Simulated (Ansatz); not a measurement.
# RuSe: the cost of one run

Computed with Ansatz 0.2.0 (DFT PBE+U (U_eff = 6 eV on Ru d, around-mean-field double counting), plane waves, PAW, unless a step's input says otherwise).

6 further runs of the same task are left out: 6 that didn't finish.

### Step 1. The structure to begin with

Symmetry: P4_2/mmc, No. 131, tetragonal system. The conventional cell has a = 4.274 Å, b = 4.274 Å, c = 5.321 Å, α = 90.00°, β = 90.00°, γ = 90.00°. Around Ru (site symmetry mmm) lie 4 Se at 2.52 Å. Around Se (site symmetry -4m2) lie 4 Ru at 2.52 Å and 2 Se at 2.66 Å.

Coordinates:

```
CELL_PARAMETERS angstrom
4.27355 0.00000 0.00000
0.00000 4.27355 0.00000
0.00000 0.00000 10.64115
ATOMIC_POSITIONS crystal
Ru 0.00000 0.50000 0.00000
Ru 0.50000 0.00000 0.25000
Se 0.00000 0.00000 0.12500
Se 0.00000 0.00000 0.37500
Ru 0.00000 0.50000 0.50000
Ru 0.50000 0.00000 0.75000
Se 0.00000 0.00000 0.62500
Se 0.00000 0.00000 0.87500
```

Magnetic order typed: antiferromagnetic, doubled cell 0 0 1/2.

### Step 2. From atoms, symmetry kept, no search

input.yaml

```yaml
crystal:
  lattice:
    - [4.27354722, 0.0, 0.0]
    - [0.0, 4.27354722, 0.0]
    - [0.0, 0.0, 10.64115262]
  atoms:
    - { symbol: Ru, position: [0.0, 0.5, 0.0], spin: 4.0 }
    - { symbol: Ru, position: [0.5, 0.0, 0.25], spin: 4.0 }
    - { symbol: Se, position: [0.0, 0.0, 0.125] }
    - { symbol: Se, position: [0.0, 0.0, 0.375] }
    - { symbol: Ru, position: [0.0, 0.5, 0.5], spin: -4.0 }
    - { symbol: Ru, position: [0.5, 0.0, 0.75], spin: -4.0 }
    - { symbol: Se, position: [0.0, 0.0, 0.625] }
    - { symbol: Se, position: [0.0, 0.0, 0.875] }
basis:
  ecutwfc: 420
  ecutrho_ratio: 4
kpoints:
  mp_grid: { grid: [5, 5, 2] }
hamiltonian:
  xc: pbe
  hubbard:
    sites:
      - { site: 0, l: d, u_eff: 6.0 }
      - { site: 1, l: d, u_eff: 6.0 }
      - { site: 4, l: d, u_eff: 6.0 }
      - { site: 5, l: d, u_eff: 6.0 }
    double_counting: amf
scf:
  occupations: { method: gaussian, width: 0.05 }
  lower_state_search: "off"
  max_iter: 150
output:
  forces: true
  stress: true
  eigenvalues: true
  populations: true
  hubbard:
    sites:
      - { site: 0, l: d }
      - { site: 1, l: d }
      - { site: 4, l: d }
      - { site: 5, l: d }
magnetization:
  spin_polarized: true
```

On the command line:

```console
$ ansatz run input.yaml --threads 4 --pin off --max-ram 6144MiB --backend cpu --events-out ev --progress --plain --runs-dir out
```

What time and memory should one allow on 4 threads of Arm Neoverse V1, shared host?

About 23 s, with a peak of 0.83 GiB.
